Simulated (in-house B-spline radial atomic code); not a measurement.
**P³⁺: density, ELF and screening along the radius**

Aim: the shell structure of P³⁺ in the radial density, the electron localisation function and the screened nuclear charge, under several settings.

Program: in-house B-spline radial atomic code version 1. Level of theory: several methods, spin-polarised, as named in each step; spherical all-electron atom at the radial basis limit. These are calculated values, not measurements, unless marked.

### Step 1. Starting point

```
element       : phosphorus (Z = 15)
charge        : +3
electrons     : 12
configuration : [Ne] 3s2
nucleus       : point (non-relativistic runs) or finite (X2C runs)
```

The outer shells:

[Ne] 3s2
```
[Ne] core
3s [↑↓]
```

Where spins are not typed, each open shell is filled with up spins first.

### Step 2. LDA (VWN5), non-rel.

Input settings:

```ini
Z = 15
electrons = 12.0
configuration = [Ne] 3s2
hamiltonian = nr
method = lda,vwn
spin_polarised = True
```

On the command line:

```sh
> python run_scf.py task.json out
```

The settings of every run stand in task.json; they run in order.

From the run's result record (rounded, not every field):

```text
{
  "status": "converged",
  "scf [iteration, energy, orbital gradient]": [
    [1, -336.086292281, 0.292],
    [2, -337.405206238, 0.172],
    [3, -337.74954915, 0.0466],
    [4, -337.776453479, 0.0117],
    [5, -337.777956371, 0.00607],
    [6, -337.778433284, 5.92e-05],
    [7, -337.778433346, 3.26e-06],
    [8, -337.778433346, 2.16e-08]
  ],
  "energy [hartree]": {"total": -337.778433346, "kinetic": 337.082659903, "nuclear": -788.687529569, "coulomb": 134.635873246, "xc": -20.8094369267},
  "orbitals [hartree, bohr; up spins, the down spins are equal]": [
    ["name", "occ", "eps", "<r>", "<r^2>", "<1/r>", "r_max", "density_at_nucleus", "spin_orbit_zeta"],
    ["1s up", 1.0, -77.527135, 0.10429, 0.014626, 14.52, 0.068237, 1006.3, "-"],
    ["2s up", 1.0, -7.7404314, 0.52238, 0.32518, 2.8041, 0.42125, 73.859, "-"],
    ["2p up", 3.0, -5.9929689, 0.48423, 0.29403, 2.7132, 0.35332, "-", 0.022056],
    ["3s up", 1.0, -1.6770838, 1.6709, 3.1891, 0.82597, 1.4722, 9.0858, "-"]
  ],
  "sum_r [bohr^k]": {"-1": 52.57917, "1": 7.500617, "2": 8.822028},
  "density_at_nucleus [bohr^-3]": 2178.5,
  "spin_density_at_nucleus [bohr^-3]": 0.0,
  "mass_velocity [hartree]": -3.532878,
  "darwin [hartree]": 2.733376,
  "radius_at_0.001 [bohr]": 3.079,
  "radius_enclosing_fraction [bohr]": {"0.5": 0.4485, "0.9": 1.494, "0.99": 2.697},
  "slater [hartree]": {
    "F0(2p up,2p up)": 1.8977,
    "F2(2p up,2p up)": 0.87436,
    "F0(2p up,2p down)": 1.8977,
    "F2(2p up,2p down)": 0.87436,
    "F0(2p up,3s up)": 0.71193,
    "G1(2p up,3s up)": 0.057502,
    "F0(2p up,3s down)": 0.71193,
    "F0(2p down,2p down)": 1.8977,
    "F2(2p down,2p down)": 0.87436,
    "F0(2p down,3s up)": 0.71193,
    "F0(2p down,3s down)": 0.71193,
    "G1(2p down,3s down)": 0.057502,
    "F0(3s up,3s up)": 0.53837,
    "F0(3s up,3s down)": 0.53837,
    "F0(3s down,3s down)": 0.53837
  }
}
```

Wall time 0.3 s (1 thread, shared host).

radius_at_0.001 is where the density falls to 0.001 electrons per bohr³.

Fields along the radius, from the same record (one point in 2):

| r (bohr) | 4πr²n (1/bohr) | ELF | screened charge r·V (e) | reduced gradient s |
| --- | --- | --- | --- | --- |
| 0.0113 | 2.491 | 0.9998 | 14.41 | 0.4177 |
| 0.0162 | 4.423 | 0.9998 | 14.16 | 0.4379 |
| 0.0232 | 7.361 | 0.9996 | 13.82 | 0.4681 |
| 0.0331 | 11.16 | 0.9991 | 13.36 | 0.5136 |
| 0.0473 | 15.00 | 0.9970 | 12.76 | 0.5842 |
| 0.0676 | 17.01 | 0.9846 | 12.01 | 0.6925 |
| 0.0965 | 15.60 | 0.8734 | 11.12 | 0.8354 |
| 0.138 | 12.05 | 0.3819 | 10.06 | 0.8666 |
| 0.197 | 10.96 | 0.2318 | 8.817 | 0.4781 |
| 0.282 | 14.13 | 0.6166 | 7.368 | 0.2978 |
| 0.402 | 15.68 | 0.8524 | 5.924 | 0.4672 |
| 0.575 | 10.70 | 0.8350 | 4.769 | 0.7982 |
| 0.822 | 4.140 | 0.3339 | 4.035 | 1.291 |
| 1.17 | 1.826 | 0.1197 | 3.549 | 0.8515 |
| 1.68 | 1.416 | 0.9325 | 3.191 | 0.9461 |
| 2.40 | 0.5148 | 0.9996 | 3.032 | 2.278 |
| 3.42 | 0.05131 | 1.000 | 3.002 | 7.190 |
| 4.89 | 0.0008667 | 1.000 | 3.000 | 38.10 |

### Step 3. PBE, non-rel.

Input settings:

```ini
Z = 15
electrons = 12.0
configuration = [Ne] 3s2
hamiltonian = nr
method = pbe,pbe
spin_polarised = True
```

From the record:

```text
{
  "status": "converged",
  "iterations": 9,
  "energy [hartree]": {"total": -338.891614773, "kinetic": 338.489580719, "nuclear": -790.225034015, "coulomb": 134.804107416, "xc": -21.9602688924},
  "orbitals [hartree, bohr; up spins, the down spins are equal]": [
    ["name", "occ", "eps", "<r>"],
    ["1s up", 1.0, -77.82108, 0.10397],
    ["2s up", 1.0, -7.7705763, 0.52029],
    ["2p up", 3.0, -5.9910633, 0.48355],
    ["3s up", 1.0, -1.6722399, 1.6744]
  ],
  "sum_r [bohr^k]": {"-1": 52.68167, "1": 7.498598, "2": 8.833511}
}
```

Wall time 0.09 s (1 thread, shared host).

Fields along the radius, from the same record (one point in 4):

| r (bohr) | 4πr²n (1/bohr) | ELF | screened charge r·V (e) | reduced gradient s |
| --- | --- | --- | --- | --- |
| 0.0114 | 2.547 | 0.9998 | 14.40 | 0.4180 |
| 0.0232 | 7.409 | 0.9996 | 13.82 | 0.4682 |
| 0.0473 | 15.07 | 0.9971 | 12.76 | 0.5849 |
| 0.0966 | 15.60 | 0.8723 | 11.11 | 0.8386 |
| 0.197 | 10.93 | 0.2302 | 8.813 | 0.4757 |
| 0.403 | 15.73 | 0.8539 | 5.909 | 0.4687 |
| 0.823 | 4.094 | 0.3286 | 4.034 | 1.301 |
| 1.68 | 1.422 | 0.9352 | 3.192 | 0.9423 |
| 3.43 | 0.05123 | 1.000 | 3.002 | 7.145 |

### Step 4. Hartree-Fock, non-rel.

Input settings:

```ini
Z = 15
electrons = 12.0
configuration = [Ne] 3s2
hamiltonian = nr
method = hf
spin_polarised = True
```

From the record:

```text
{
  "status": "converged",
  "iterations": 9,
  "energy [hartree]": {"total": -338.563395303, "kinetic": 338.563395663, "nuclear": -790.316383083, "coulomb": 134.847376056, "exact_exchange": -21.6577839396},
  "orbitals [hartree, bohr; up spins, the down spins are equal]": [
    ["name", "occ", "eps", "<r>"],
    ["1s up", 1.0, -81.44782, 0.10379],
    ["2s up", 1.0, -8.9396006, 0.51385],
    ["2p up", 3.0, -6.8221015, 0.48206],
    ["3s up", 1.0, -1.8331767, 1.6962]
  ],
  "sum_r [bohr^k]": {"-1": 52.68776, "1": 7.519932, "2": 8.944601}
}
```

It took 0.13 s on 1 thread, shared host.

Fields along the radius, from the same record (one point in 4):

| r (bohr) | 4πr²n (1/bohr) | ELF | screened charge r·V (e) | reduced gradient s |
| --- | --- | --- | --- | --- |
| 0.0114 | 2.544 | 0.9999 | 14.40 | 0.4171 |
| 0.0233 | 7.449 | 0.9996 | 13.81 | 0.4675 |
| 0.0476 | 15.15 | 0.9972 | 12.75 | 0.5855 |
| 0.0973 | 15.54 | 0.8693 | 11.09 | 0.8438 |
| 0.199 | 10.92 | 0.2304 | 8.774 | 0.4607 |
| 0.407 | 15.77 | 0.8577 | 5.867 | 0.4728 |
| 0.831 | 3.917 | 0.3026 | 4.023 | 1.341 |
| 1.70 | 1.389 | 0.9543 | 3.191 | 0.9437 |
| 3.47 | 0.05024 | 1.000 | 3.002 | 7.197 |

### Step 5. M06-L, non-rel.

Input settings:

```ini
Z = 15
electrons = 12.0
configuration = [Ne] 3s2
hamiltonian = nr
method = m06l
spin_polarised = True
```

From the record:

```text
{
  "status": "converged",
  "iterations": 9,
  "energy [hartree]": {"total": -339.054482113, "kinetic": 338.634086045, "nuclear": -790.455205981, "coulomb": 134.917327285, "xc": -22.1506894612},
  "orbitals [hartree, bohr; up spins, the down spins are equal]": [
    ["name", "occ", "eps", "<r>"],
    ["1s up", 1.0, -78.273927, 0.1039],
    ["2s up", 1.0, -7.9684057, 0.51696],
    ["2p up", 3.0, -6.0826942, 0.48354],
    ["3s up", 1.0, -1.6752483, 1.6677]
  ],
  "sum_r [bohr^k]": {"-1": 52.69701, "1": 7.47842, "2": 8.751516}
}
```

Wall time 0.15 s (1 thread, shared host).

Meta-GGA runs start from a PBE run whose iterations are not counted.

The record's radial tables, every 4th point:

| r (bohr) | 4πr²n (1/bohr) | ELF | screened charge r·V (e) | reduced gradient s |
| --- | --- | --- | --- | --- |
| 0.0113 | 2.506 | 0.9999 | 14.41 | 0.4125 |
| 0.0231 | 7.380 | 0.9996 | 13.82 | 0.4656 |
| 0.0473 | 15.08 | 0.9971 | 12.76 | 0.5855 |
| 0.0964 | 15.63 | 0.8753 | 11.12 | 0.8409 |
| 0.197 | 10.85 | 0.2264 | 8.813 | 0.4767 |
| 0.402 | 15.83 | 0.8549 | 5.911 | 0.4630 |
| 0.820 | 4.113 | 0.3270 | 4.035 | 1.303 |
| 1.67 | 1.414 | 0.9321 | 3.194 | 0.9343 |
| 3.42 | 0.04315 | 1.000 | 3.002 | 7.828 |

### Step 6. ωB97X, non-rel.

Input settings:

```ini
Z = 15
electrons = 12.0
configuration = [Ne] 3s2
hamiltonian = nr
method = wb97x
spin_polarised = True
```

From the record:

```text
{
  "status": "converged",
  "iterations": 9,
  "energy [hartree]": {"total": -339.052141769, "kinetic": 338.685716669, "nuclear": -790.475819507, "coulomb": 134.869850172, "exact_exchange": -5.06884201022, "xc": -17.0630470929},
  "orbitals [hartree, bohr; up spins, the down spins are equal]": [
    ["name", "occ", "eps", "<r>"],
    ["1s up", 1.0, -78.569018, 0.10391],
    ["2s up", 1.0, -8.1082595, 0.51889],
    ["2p up", 3.0, -6.2691222, 0.48333],
    ["3s up", 1.0, -1.8178853, 1.6729]
  ],
  "sum_r [bohr^k]": {"-1": 52.69839, "1": 7.491333, "2": 8.808004}
}
```

Wall time 0.25 s (1 thread, shared host).

Fields along the radius, from the same record (one point in 4):

| r (bohr) | 4πr²n (1/bohr) | ELF | screened charge r·V (e) | reduced gradient s |
| --- | --- | --- | --- | --- |
| 0.0113 | 2.511 | 0.9999 | 14.41 | 0.4174 |
| 0.0232 | 7.414 | 0.9996 | 13.82 | 0.4680 |
| 0.0473 | 15.08 | 0.9971 | 12.76 | 0.5848 |
| 0.0966 | 15.60 | 0.8728 | 11.11 | 0.8394 |
| 0.197 | 10.91 | 0.2291 | 8.812 | 0.4750 |
| 0.403 | 15.76 | 0.8545 | 5.906 | 0.4682 |
| 0.822 | 4.101 | 0.3281 | 4.034 | 1.304 |
| 1.68 | 1.414 | 0.9363 | 3.191 | 0.9387 |
| 3.43 | 0.04936 | 1.000 | 3.002 | 7.254 |

### Step 7. The runs side by side

| run | total energy (hartree) | highest level (eV) | radius holding 50 / 90 / 99 % (bohr) | radius at n = 0.001 (bohr) | ELF minima on the full grid (bohr) |
| --- | --- | --- | --- | --- | --- |
| LDA (VWN5), non-rel. | -337.7784 | -45.636 | 0.449 / 1.49 / 2.70 | 3.08 | 0.17, 0.98 |
| PBE, non-rel. | -338.8916 | -45.504 | 0.448 / 1.50 / 2.70 | 3.08 | 0.17, 0.98 |
| Hartree-Fock, non-rel. | -338.5634 | -49.883 | 0.448 / 1.51 / 2.73 | 3.11 | 0.17, 0.99 |
| M06-L, non-rel. | -339.0545 | -45.586 | 0.448 / 1.49 / 2.66 | 3.04 | 0.17, 0.98 |
| ωB97X, non-rel. | -339.0521 | -49.467 | 0.448 / 1.50 / 2.69 | 3.07 | 0.17, 0.98 |

In the first run ELF has 2 minima on the grid, which mark the borders between shells. On the record's full grid the screened charge (r times the electrostatic potential) falls from 14.9 near the nucleus to 3.00 at 5.8 bohr; far out it tends to the net charge, 3. The radius that holds 99 % of the electrons runs from 2.66 bohr (M06-L, non-rel.) to 2.73 bohr (Hartree-Fock, non-rel.). The grid is coarse (about 19 % a step), so the places of minima are rough.
